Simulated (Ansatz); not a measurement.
# Zr₂ (septet): wave-function methods side by side, def2-SVP

An exercise on one series of results from a longer session: the logs are not shown, and one member is left open.

Computed with Ansatz 0.2.0, Gaussian basis. Level: def2-SVP, core rule «outside noble gas», up to 8 orbitals frozen.

To be run: UHF; CCSD(T) on ROHF; CCSD(T) on UHF; CISD as a restricted active space (open shells left free, so some higher excitations enter); CCSDT(Q) on ROHF; CCSDT(Q) on UHF; CASSCF and MRCISD+Q, 8 electrons in 11 orbitals; CASSCF and NEVPT2, 8 electrons in 11 orbitals.

14 further runs of the same task are left out: 3 that didn't finish, 11 set aside as unsound or not needed. Runs told in other sessions of the task aren't counted.

## The system

The geometry is a PBE0/def2-TZVP stationary point (not a proven minimum) of the parent state, kept for this charge and spin. No spin-orbit coupling is included. Elements past krypton take def2 core potentials.

2 atoms, charge 0, spin multiplicity 7.

Atoms are counted from 1 here; the program's logs count them from 0.

Bond lengths: Zr1–Zr2 2.388 Å.

Set-up of the first run:

in.yaml reads:

```yaml
crystal:
  periodic: [false, false, false]
  atoms:
    - {symbol: Zr, position_ang: [0.000000, 0.000000, 0.000000]}
    - {symbol: Zr, position_ang: [0.000000, 0.000000, 2.387600]}
basis:
  gaussian: {orbitals: def2-SVP}
magnetization: {spin_polarized: true, initial_magnetization: 6}
hamiltonian: {xc: hf}
output: {orbitals: {seedname: orbitals}}
```

Started as:

```bash
$ ansatz run in.yaml --threads 1 --pin off --events-out ev --progress --plain --max-ram 2393MiB
```

Among the steps run: UHF; CCSD(T) on ROHF; CCSD(T) on UHF; CISD as a restricted active space (open shells left free, so some higher excitations enter); CCSDT(Q) on ROHF; CCSDT(Q) on UHF; CASSCF and MRCISD+Q, 8 electrons in 11 orbitals; CASSCF and NEVPT2, 8 electrons in 11 orbitals.

One table of the session follows, with a row left open; its other results are not shown here.

| method | from RCCSDT(Q) (meV) |
| --- | --- |
| UHF | +4456.8 |
| RMP2 | -92.4 |
| UMP2 | +1600.9 |
| RCCSD | +679.0 |
| UCCSD | +502.1 |
| RCCSD(T) | +161.8 |
| UCCSD(T) | +124.7 |
| RCCSDT | +179.9 |
| UCCSDT | ? |
| RCCSDT(Q) | 0 |
| UCCSDT(Q) | -49.7 |

**Question.** Estimate the row for UCCSDT.

**Answer.** from RCCSDT(Q) (meV): +67.5. In the column «from RCCSDT(Q) (meV)» it lies between RCCSDT(Q) (0) and UCCSD(T) (+124.7).

Not comparable, so not listed: CISD as a restricted active space (open shells left free, so some higher excitations enter) (they don't share determinant, frozen orbitals or solution with the rows shown, or repeat one).

Left out of the table: CASSCF frontier, NEVPT2 frontier, MRCISD frontier, MRCISD+Q frontier (the active space lost an orbital or holds another state than full CI finds).

Limits of these values: The report flags that the cluster equations may have other roots. Left out of the table: ROHF (another determinant or state than the rows shown). The program flags RCCSD(T), RCCSDT(Q) as in doubt, so the zero of the table is itself unsure. Warnings: spin contamination; coupled cluster took another determinant than the lowest; large T1 diagnostic. Restricted and unrestricted rows rest on different reference determinants; a gap between their highest levels can come from leftover correlation error, from unlike frozen cores or from another state. Warnings in the runs' records: passed over end.
